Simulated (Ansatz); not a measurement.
# GaH4NSi: a ladder of functionals and wavefunction methods

An exercise on one series of results from a longer session: the logs are not shown, and one member is left open.

Computed with Ansatz 0.2.0, Gaussian basis. Level: functionals in def2-TZVPP, the program's frozen cores in correlated methods.

Levels to be run: LDA (SPW92), PBE-D4, revPBE-D4, BLYP-D4, r2SCAN-D4, B97M-V, PBE0-D4, B3LYP-D4, r2SCANh-D4, r2SCAN0-D4, HSE06-D4, BHLYP-D4, CAM-B3LYP-D4, LC-ωPBE, ωB97X-V, ωB97M-V, B2PLYP, PBE-QIDH; CCSD(T)/def2-SVP; CCSD(T)/def2-TZVPP; MP2/def2-QZVPP; extrapolation to the limit; RPA on PBE.

## The relaxed structure

The geometry comes from an earlier relaxation with PBE0-D4 in a triple-zeta def2 set; it is a stationary point, not always the lowest conformer.

7 atoms, charge 0, spin multiplicity 1.

Atoms are counted from 1 here; the program's logs count them from 0.

Bond lengths: N1–Si2 1.719 Å, N1–Ga3 1.895 Å, N1–H4 1.013 Å, Si2–H5 1.491 Å, Si2–H6 1.491 Å, Si2–H7 1.493 Å. Angles: Si2–N1–Ga3 123.7°, Si2–N1–H4 117.0°, Ga3–N1–H4 119.3°, N1–Si2–H5 113.9°, N1–Si2–H6 113.9°, N1–Si2–H7 105.7°, H5–Si2–H6 107.0°, H5–Si2–H7 108.1°, H6–Si2–H7 108.1°.

Set-up of the first run:

Input file in.yaml:

```yaml
crystal:
  periodic: [false, false, false]
  atoms:
    - {symbol: N, position_ang: [-0.450030, -0.783567, -0.450423]}
    - {symbol: Si, position_ang: [0.183203, 0.653387, 0.247969]}
    - {symbol: Ga, position_ang: [0.409156, -2.469162, -0.347547]}
    - {symbol: H, position_ang: [-1.333115, -0.706106, -0.940731]}
    - {symbol: H, position_ang: [0.477925, 1.727519, -0.743489]}
    - {symbol: H, position_ang: [-0.694352, 1.254247, 1.293185]}
    - {symbol: H, position_ang: [1.468514, 0.255683, 0.895335]}
basis:
  gaussian: {orbitals: def2-TZVPP}
hamiltonian: {xc: lda}
output: {orbitals: {seedname: orbitals}}
```

Started as:

```
$ ansatz run in.yaml --threads 2 --pin off --events-out ev --progress --plain --max-ram 4352MiB
```

Steps of the session up to this table: LDA; PBE-D4 (GGA); revPBE-D4 (GGA); BLYP-D4 (GGA); r2SCAN-D4 (meta-GGA); B97M-V (meta-GGA); PBE0-D4 (hybrid); B3LYP-D4 (hybrid); r2SCANh-D4 (hybrid); r2SCAN0-D4 (hybrid); HSE06-D4 (hybrid); BHLYP-D4 (hybrid); CAM-B3LYP-D4 (range-separated); LC-ωPBE (range-separated); ωB97X-V (range-separated); ωB97M-V (range-separated); B2PLYP (double hybrid); PBE-QIDH (double hybrid).

One table of the session follows, with a row left open; its other results are not shown here.

It belongs to the step «Frontier levels by functional». 

| functional | HOMO (eV) | LUMO (eV) | gap (eV) |
| --- | --- | --- | --- |
| LDA (SPW92) | -6.02 | -2.37 | 3.65 |
| PBE-D4 | -5.84 | -2.15 | 3.70 |
| revPBE-D4 | -5.78 | -2.05 | 3.73 |
| BLYP-D4 | -5.74 | -2.07 | 3.67 |
| r2SCAN-D4 | ? | ? | ? |
| B97M-V | -6.01 | -2.10 | 3.91 |
| PBE0-D4 | -6.81 | -1.40 | 5.41 |
| B3LYP-D4 | -6.68 | -1.63 | 5.05 |
| r2SCANh-D4 | -6.45 | -1.70 | 4.75 |
| r2SCAN0-D4 | -6.99 | -1.31 | 5.68 |
| HSE06-D4 | -6.41 | -1.76 | 4.65 |
| BHLYP-D4 | -7.68 | -0.64 | 7.04 |
| CAM-B3LYP-D4 | -8.08 | -0.47 | 7.61 |
| LC-ωPBE | -9.26 | 0.61 | 9.87 |
| ωB97X-V | -8.97 | 0.50 | 9.46 |
| ωB97M-V | -8.94 | 0.33 | 9.26 |

Estimate the missing values for r2SCAN-D4.

Worked estimate for «HOMO (eV)». Against the share of exact exchange, r2SCANh-D4 (0.1, -6.45), r2SCAN0-D4 (0.25, -6.99) give a slope of -3.60 per unit share; at 0 the line stands at -6.09.

The run gave: HOMO (eV): -6.09; LUMO (eV): -1.98; gap (eV): 4.12. In «HOMO (eV)» the line misses by 0.00.
